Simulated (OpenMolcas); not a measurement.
# Mo³⁺ among point charges: CASSCF levels and susceptibility

How does a field of 4 point charges split the states of Mo³⁺, and what χT follows?

Program: OpenMolcas 26.06. Level of theory: state-averaged CASSCF, spin-orbit coupling by RASSI with atomic mean-field integrals. These are calculated values, not measurements, unless marked.

1 further run of the same task is left out (it didn't finish).

## (1) The atom as given

```
Species                           : Mo³⁺ (molybdenum, Z = 42, 39 electrons)
Basis                             : ANO-RCC-VDZP [6s5p3d1f], 43 functions
Scalar Hamiltonian                : DKH2, point nucleus
Inactive shells                   : 1s 2s 2p 3s 3p 3d 4s 4p
Active space                      : 3 electrons in 5 orbitals (4d)
Some configurations of this space : 4d3
Orbitals                          : optimised for each spin and parity, averaged over all roots
```

The outer shells:

4d3
```
4d [↑ ][↑ ][↑ ][  ][  ]
```

The ion sits among 4 point charges of -2.5 e arranged as a square (D4h), 1.73 Å from the ion. The active orbitals were held to one l.

The work runs as a chain of OpenMolcas steps in one folder; each step below is one input file. Labels, J, g values, rates, χT and fits are worked out afterwards by a script from the matrices that RASSI stores. The input lists half of the charges; inversion (Group=XYZ) makes the rest.

## (2) One- and two-electron integrals

File a.inp:

```
&GATEWAY
Coord
1

Mo 0.0 0.0 0.0
Basis=ANO-RCC-VDZP
Group=XYZ
NoMove
AngMom=0.0 0.0 0.0
AMFI
XField
2 Angstrom 0
1.730000 0.000000 0.000000 -2.500000
0.000000 1.730000 0.000000 -2.500000
&SEWARD
```

The run is started by

```sh
> OMP_NUM_THREADS=1 MOLCAS_MEM=1689 MOLCAS_PROJECT=a pymolcas a.inp > a.log
```

The log of the run:

```text
Basis set label: MO.ANO-RCC...6S5P3D1F.

      Electronic valence basis set:
      ------------------
      Associated Effective Charge  42.000000 au
      Associated Actual Charge     42.000000 au
      Nuclear Model: Point charge

      Shell  nPrim  nBasis  Cartesian Spherical Contaminant
         s      21       6        X
         p      18       5        X
         d      13       3                 X
         f       6       1                 X
                  Relativistic Douglas-Kroll-Hess integrals:
                    - DKH order of Hamiltonian: 2
                    - DKH order of Properties : 0
                  Atomic mean-field integrals
```

## (3) Reference wave functions, quartets of even parity, 10 roots

File a.inp:

```
&RASSCF
FileOrb=start.orb
Symmetry=1
Spin=4
nActEl=3 0 0
Inactive=9 9
Ras2=5 0
CIRoot=10 10 1
SDav=10
CIMx=300
Iter=120 100
PrWF=0.3
OrbListing=Nothing
MaxOrb=0
SupSym
1
15 4 5 6 7 8 10 11 12 13 14 17 18 19 20 21
0
>>> COPY $Project.JobIph JOB001
```

start.orb holds the contracted functions of the basis, ordered by shell, or the orbitals of the step before.

The log of the run, shortened:

```text
[...]
      Number of active orbitals                  5
[...]
      Spin quantum number                      1.5
[...]
      Active orbitals                            5   0
[...]
      Number of CSFs                            10
      Number of root(s) required                10
[...]
      Convergence after  8 iterations
[...]
      Natural orbitals and occupation numbers for root  1
      sym 1:   0.002560   0.997440   1.000000   0.997440   0.002560
      Natural orbitals and occupation numbers for root  2
      sym 1:   1.000000   1.000000   0.000000   1.000000   0.000000
      Natural orbitals and occupation numbers for root  3
      sym 1:   1.000000   0.993690   0.993690   0.006310   0.006310
::    RASSCF root number  1 Total energy:  -4053.42422887
::    RASSCF root number  2 Total energy:  -4053.34334260
::    RASSCF root number  3 Total energy:  -4053.31659164
[...]
::    RASSCF root number  7 Total energy:  -4053.18666021
::    RASSCF root number  8 Total energy:  -4053.03659457
::    RASSCF root number  9 Total energy:  -4053.03659457
::    RASSCF root number 10 Total energy:  -4053.03538513
```

## (4) Reference wave functions, doublets of even parity, 40 roots

File a.inp:

```
&RASSCF
FileOrb=start.orb
Symmetry=1
Spin=2
nActEl=3 0 0
Inactive=9 9
Ras2=5 0
CIRoot=40 40 1
SDav=40
CIMx=300
Iter=120 100
PrWF=0.3
OrbListing=Nothing
MaxOrb=0
SupSym
1
15 4 5 6 7 8 10 11 12 13 14 17 18 19 20 21
0
>>> COPY $Project.JobIph JOB002
```

The log of the run, shortened:

```text
[...]
      Number of active orbitals                  5
[...]
      Spin quantum number                      0.5
[...]
      Active orbitals                            5   0
[...]
      Number of CSFs                            40
      Number of root(s) required                40
[...]
      Convergence after  7 iterations
[...]
      Natural orbitals and occupation numbers for root  1
      sym 1:   0.009371   1.940320   0.049102   0.996888   0.004318
      Natural orbitals and occupation numbers for root  2
      sym 1:   0.009371   0.049102   0.996888   1.940320   0.004318
      Natural orbitals and occupation numbers for root  3
      sym 1:   0.009417   0.998170   0.991073   0.998170   0.003171
::    RASSCF root number  1 Total energy:  -4053.39860340
::    RASSCF root number  2 Total energy:  -4053.39860340
::    RASSCF root number  3 Total energy:  -4053.37729366
[...]
::    RASSCF root number 27 Total energy:  -4053.10343562
::    RASSCF root number 28 Total energy:  -4053.10098019
::    RASSCF root number 29 Total energy:  -4053.08154970
::    RASSCF root number 30 Total energy:  -4052.98528566
```

## (5) RASSI: spin-orbit coupling between the states

File a.inp:

```
&RASSI
NrOfJobIphs=2 10 40
1 2 3 4 5 6 7 8 9 10
1 2 3 4 5 6 7 8 9 10 11 12 13 14 15 16 17 18 19 20 21 22 23 24 25 26 27
28 29 30 31 32 33 34 35 36 37 38 39 40
IphNames
JOB001
JOB002
EJob
SpinOrbit
DIPRint=1.0
SOCoupling=1000.0
Subsets=2
Property=9
'ANGMOM' 1 'ANGMOM' 2 'ANGMOM' 3 'MLTPL  1' 1 'MLTPL  1' 2 'MLTPL  1' 3
'AMFI' 1 'AMFI' 2 'AMFI' 3
SOProperty=3
'ANGMOM' 1 'ANGMOM' 2 'ANGMOM' 3
```

The log of the run:

```text
SPIN-FREE ENERGIES:
  (Shifted by EMIN (a.u.) =      -4053.4242288735)

 SF State       Relative EMIN(au)   Rel lowest level(eV)    D:o, cm**(-1)      L_eff

     1             0.0000000000        0.0000000000              0.0000         1.6
    11             0.0256254779        0.6973047756           5624.1423         3.7
    12             0.0256254779        0.6973047756           5624.1423         3.7
    13             0.0469352181        1.2771723472          10301.0897         4.4
    14             0.0540864098        1.4717661870          11870.5948         3.4
    15             0.0562221275        1.5298820283          12339.3307         3.4
     2             0.0808862770        2.2010277262          17752.4858         2.9
    16             0.0823587350        2.2410953491          18075.6530         3.3
    17             0.0956849010        2.6037188000          21000.4084         3.1
    18             0.0956849010        2.6037188000          21000.4084         3.1
     3             0.1076372356        2.9289583935          23623.6426         2.7
     4             0.1076372356        2.9289583935          23623.6426         2.7
    19             0.1465913201        3.9889530314          32173.0759         3.7
    20             0.1470595489        4.0016941850          32275.8403         3.6
    21             0.1544408202        4.2025488116          33895.8421         3.5
    22             0.1660874933        4.5194709308          36451.9914         4.1
    23             0.1660874933        4.5194709308          36451.9914         4.1
    24             0.1711659902        4.6576638725          37566.5926         4.2
    25             0.1814562181        4.9376752383          39825.0366         3.3
    26             0.1814562181        4.9376752383          39825.0366         3.3
     5             0.2081664828        5.6644985674          45687.2621         3.0
    27             0.2141350269        5.8269109264          46997.2061         2.4
     7             0.2375686678        6.4645727783          52140.2958         2.7
     6             0.2375686678        6.4645727783          52140.2958         2.7
    28             0.2743049684        7.4642184451          60202.9818         3.4
    29             0.2786551950        7.5825941412          61157.7462         3.4
    30             0.2805413678        7.6339195173          61571.7133         3.7
    31             0.2956046269        8.0438116790          64877.7165         4.2
    32             0.2956046269        8.0438116790          64877.7165         4.2
    33             0.3020391766        8.2189046946          66289.9369         4.3
    34             0.3150929323        8.5741154832          69154.9052         3.3
    35             0.3150929323        8.5741154832          69154.9052         3.3
    36             0.3207932547        8.7292291597          70405.9813         3.4
    37             0.3207932547        8.7292291597          70405.9813         3.4
    38             0.3232486827        8.7960447572          70944.8855         3.8
    39             0.3426791733        9.3247753423          75209.3852         2.5
     9             0.3876342988       10.5480666263          85075.8948         1.7
     8             0.3876342988       10.5480666263          85075.8948         1.7
    10             0.3888437483       10.5809774251          85341.3383         2.6
    40             0.4389432144       11.9442533484          96336.9002         4.2
Eigenvalues of complex Hamiltonian:
   -----------------------------------
  (Shifted by EMIN (a.u.) =      -4053.4242288735)

 SO State       Relative EMIN(au)   Rel lowest level(eV)    D:o, cm**(-1)     J-value

     1            -0.0005912834        0.0000000000              0.0000         1.9
     2            -0.0005912834        0.0000000000              0.0000         1.9
     3            -0.0002772635        0.0085449170             68.9194         2.3
     4            -0.0002772635        0.0085449170             68.9194         2.3
     5             0.0243499457        0.6786854181           5473.9671         3.6
     6             0.0243499457        0.6786854181           5473.9671         3.6
     7             0.0265787079        0.7393331257           5963.1238         3.7
     8             0.0265787079        0.7393331257           5963.1238         3.7
     9             0.0467700426        1.2887673337          10394.6096         4.4
    10             0.0467700426        1.2887673337          10394.6096         4.4
    11             0.0539220619        1.4833836949          11964.2964         3.0
    12             0.0539220619        1.4833836949          11964.2964         3.0
    13             0.0560619172        1.5416121241          12433.9403         3.0
    14             0.0560619172        1.5416121241          12433.9403         3.0
    15             0.0803044389        2.2012847457          17754.5588         2.6
    16             0.0803044389        2.2012847457          17754.5588         2.6
    17             0.0805117663        2.2069264094          17800.0619         2.5
    18             0.0805117663        2.2069264094          17800.0619         2.5
    19             0.0822500716        2.2542281063          18181.5758         3.4
    20             0.0822500716        2.2542281063          18181.5758         3.4
    21             0.0948091049        2.5959768120          20937.9650         3.0
    22             0.0948091049        2.5959768120          20937.9650         3.0
    23             0.0973369848        2.6647639305          21492.7706         2.9
    24             0.0973369848        2.6647639305          21492.7706         2.9
    25             0.1057431065        2.8935061550          23337.7010         2.2
    26             0.1057431065        2.8935061550          23337.7010         2.2
    27             0.1071415867        2.9315607383          23644.6319         2.6
    28             0.1071415867        2.9315607383          23644.6319         2.6
    29             0.1082552504        2.9618650728          23889.0529         2.6
    30             0.1082552504        2.9618650728          23889.0529         2.6
    31             0.1092673805        2.9894065339          24111.1897         2.1
    32             0.1092673805        2.9894065339          24111.1897         2.1
    33             0.1463488545        3.9984448460          32249.6326         3.1
    34             0.1463488545        3.9984448460          32249.6326         3.1
    35             0.1464292574        4.0006327202          32267.2790         2.5
    36             0.1464292574        4.0006327202          32267.2790         2.5
    37             0.1544314939        4.2183846691          34023.5669         2.3
    38             0.1544314939        4.2183846691          34023.5669         2.3
    39             0.1659395897        4.5315359096          36549.3020         3.6
    40             0.1659395897        4.5315359096          36549.3020         3.6
    41             0.1663772877        4.5434462773          36645.3656         3.7
Weights of the five most important spin-orbit-free states for each spin-orbit state.

 SO State  Total energy (au)           Spin-free states, spin, and weights
 -------------------------------------------------------------------------------------------------------
    1        -0.000591       1 1.5  0.9832   12 0.5  0.0073   11 0.5  0.0073   18 0.5  0.0009   17 0.5  0.0009
    2        -0.000591       1 1.5  0.9832   12 0.5  0.0073   11 0.5  0.0073   17 0.5  0.0009   18 0.5  0.0009
    3        -0.000277       1 1.5  0.9947   11 0.5  0.0018   12 0.5  0.0018   16 0.5  0.0005   18 0.5  0.0003
    4        -0.000277       1 1.5  0.9947   11 0.5  0.0018   12 0.5  0.0018   16 0.5  0.0005   17 0.5  0.0003
    5         0.024350      11 0.5  0.4871   12 0.5  0.4871    1 1.5  0.0147   14 0.5  0.0058   15 0.5  0.0045
    6         0.024350      11 0.5  0.4871   12 0.5  0.4871    1 1.5  0.0147   14 0.5  0.0058   15 0.5  0.0045
    7         0.026579      12 0.5  0.4945   11 0.5  0.4945   16 0.5  0.0036    1 1.5  0.0035   13 0.5  0.0019
    8         0.026579      12 0.5  0.4945   11 0.5  0.4945   16 0.5  0.0036    1 1.5  0.0035   13 0.5  0.0019
    9         0.046770      13 0.5  0.9940   16 0.5  0.0021   17 0.5  0.0009   18 0.5  0.0009   11 0.5  0.0008
   10         0.046770      13 0.5  0.9940   16 0.5  0.0021   17 0.5  0.0009   18 0.5  0.0009   11 0.5  0.0008
   11         0.053922      14 0.5  0.9847   11 0.5  0.0032   12 0.5  0.0032   18 0.5  0.0020   17 0.5  0.0020
   12         0.053922      14 0.5  0.9847   11 0.5  0.0032   12 0.5  0.0032   18 0.5  0.0020   17 0.5  0.0020
```

These steps: 8.2 s of run time, 1 thread of Arm Neoverse V2, shared host.

Spin-free states, with their symmetry labels:

```csv
state,degeneracy,E (cm-1),free-ion L (%)
4A2,1,0,P (77)
2E,2,5624,H (38)
2A2,1,10301,H (68)
2B2,1,11871,F (39)
2B1,1,12339,F (42)
4B1,1,17752,F (100)
2A1,1,18076,G (60)
2E,2,21000,D (24)
4E,2,23624,F (86)
2A2,1,32173,G (34)
2B1,1,32276,G (55)
2A1,1,33896,D (40)
2E,2,36452,H (47)
2B2,1,37567,H (42)
2E,2,39825,G (45)
4B2,1,45687,F (100)
2B2,1,46997,D (78)
4E,2,52140,F (85)
2A2,1,60203,P (35)
2A1,1,61158,D (47)
2B2,1,61572,G (51)
2E,2,64878,H (56)
2B1,1,66290,H (57)
2E,2,69155,D (29)
```

With spin-orbit coupling:

```csv
E (cm-1),Degeneracy,Label,2S+1,g
0.0,2,E3/2,4,0.00 0.00 5.97
68.9,2,E1/2,4,1.99 3.93 3.93
5474,2,E3/2,2,0.04 0.04 4.01
5963,2,E1/2,2,0.01 0.49 0.49
10395,2,E1/2,2,1.42 1.42 2.00
11964,2,E3/2,2,1.60 2.46 2.46
12434,2,E3/2,2,2.37 2.44 2.44
17755,2,E3/2,4,1.91 3.52 3.52
17800,2,E1/2,4,0.02 0.02 5.72
18182,2,E1/2,2,1.96 2.55 2.55
20938,2,E1/2,2,0.06 0.64 0.64
21493,2,E3/2,2,0.05 0.05 3.89
23338,2,E3/2,4,0.93 0.93 3.20
23645,2,E3/2,4,0.64 1.40 1.40
23889,2,E1/2,4,0.87 0.87 4.23
24111,2,E1/2,4,0.88 0.88 8.04
32250,2,E3/2,2,1.51 1.51 1.94
32267,2,E1/2,2,0.63 1.92 1.92
34024,2,E1/2,2,1.95 1.95 2.93
36549,2,E1/2,2,0.04 0.04 3.70
36645,2,E3/2,2,0.21 0.75 0.75
37711,2,E3/2,2,1.17 1.17 1.85
39596,2,E3/2,2,0.06 0.25 0.25
40243,2,E1/2,2,0.06 0.06 4.20
```

The table of states holds 24 of 37 computed; the rest, higher up, is left out. Principal g values are given for doublets only; a zero marks a field direction without first-order Zeeman splitting.

Powder χT (cm³ K/mol): 1.14 at 2 K, 1.19 at 5 K, 1.26 at 10 K, 1.40 at 20 K, 1.67 at 50 K, 1.78 at 100 K, 1.81 at 150 K, 1.82 at 200 K, 1.83 at 250 K, 1.83 at 300 K.

## (6) Results

| quantity | value |
| --- | --- |
| method | CASSCF |
| spin-free ground state | 4A2, 1-fold in its orbital part |
| first state of the same spin within the active space | 4B1 at 17800 cm⁻¹ |
| lowest level | 2-fold E3/2, g = 0.00, 0.00, 5.97 |
| next level | 68.9 cm⁻¹ |
| χT at 300 K | 1.83 cm³ K/mol |
| effective moment at 300 K | 3.82 μB |

What this shows: The spin-free ground state (4A2) comes to 77 % from free-ion P terms and keeps the highest spin of the shell. χT at 300 K is 1.83, against 1.88 cm³ K/mol for the spin alone; near agreement at one temperature doesn't show that the orbital moment is quenched. The field of point charges can differ much from that of real complexes. This is an electrostatic model: the charges have no orbitals.
